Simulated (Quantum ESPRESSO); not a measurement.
ZrB:

```
Zr B
1.0
     0.00000    2.32500    2.32500
     2.32500    0.00000    2.32500
     2.32500    2.32500    0.00000
Zr B
1 1
Direct
  0.00000 0.00000 0.00000
  0.50000 0.50000 0.50000
```

```yaml
Program: Quantum ESPRESSO 7.5
Task: phonons and electron-phonon coupling
Functional: PBE
Potentials_or_basis: GBRV 1.5 PBE
Cutoff: 612 eV
Density_cutoff: 4898 eV
k_mesh: 9 × 9 × 9
Occupations: methfessel-paxton, width 0.272 eV
Spin: no spin polarisation
Mixing_beta: 0.5
Most_SCF_iterations: 120
SCF_threshold: 4e-10 Ry
q_mesh: 3 × 3 × 3
```

The cell and the atoms were relaxed first, to 14.73 Å³/atom (a = 3.467 Å, b = 3.467 Å, c = 3.467 Å, α = 60.00°, β = 60.00°, γ = 60.00°), and the response was taken there.

Is this structure dynamically stable at this level, and how far does the spectrum reach?

Yes, as far as this q mesh shows: no mode on the path is imaginary. The highest frequency is 516 cm⁻¹.

Phonon frequencies at the corners of the path (cm⁻¹, interpolated; i marks imaginary ones):
```csv
point,frequencies
Γ,0 0 0 429 429 429
X,141 141 207 443 443 516
W,179 179 197 415 471 471
K,173 181 194 422 453 490
L,196 196 218 425 425 480
U,173 181 194 422 453 490
```

Harmonic thermodynamics per atom at this volume (zero-point energy 58.0 meV, Debye temperature from the second moment 637 K):
| T (K) | free energy (meV) | entropy (k_B) | heat capacity Cv (k_B) |
| --- | --- | --- | --- |
| 50 | 57.9 | 0.10 | 0.30 |
| 100 | 56.6 | 0.54 | 1.02 |
| 200 | 47.4 | 1.57 | 1.98 |
| 298.15 | 30.2 | 2.46 | 2.44 |
| 500 | -25.2 | 3.82 | 2.77 |
| 800 | -142.5 | 5.16 | 2.91 |

Phonon states per cell in windows of 25 cm⁻¹ (negative: imaginary):
```
from (cm⁻¹)  total    Zr     B
          0   0.00  0.00  0.00
         25   0.01  0.01  0.00
         50   0.03  0.03  0.00
         75   0.07  0.07  0.01
        100   0.15  0.14  0.01
        125   0.38  0.35  0.03
        150   0.68  0.64  0.04
        175   1.04  1.01  0.03
        200   0.63  0.62  0.01
        225   0.00  0.00  0.00
        250   0.00  0.00  0.00
        275   0.00  0.00  0.00
        300   0.00  0.00  0.00
        325   0.00  0.00  0.00
        350   0.00  0.00  0.00
        375   0.00  0.00  0.00
        400   0.37  0.01  0.36
        425   1.25  0.07  1.17
        450   0.73  0.03  0.70
        475   0.60  0.02  0.59
        500   0.06  0.00  0.05
```

Caveat: the volume moved by over 15 % at a fixed basis, so the end points are rough; λ from interpolated matrix elements is rough: modes that symmetry makes equal can differ by tens of percent.
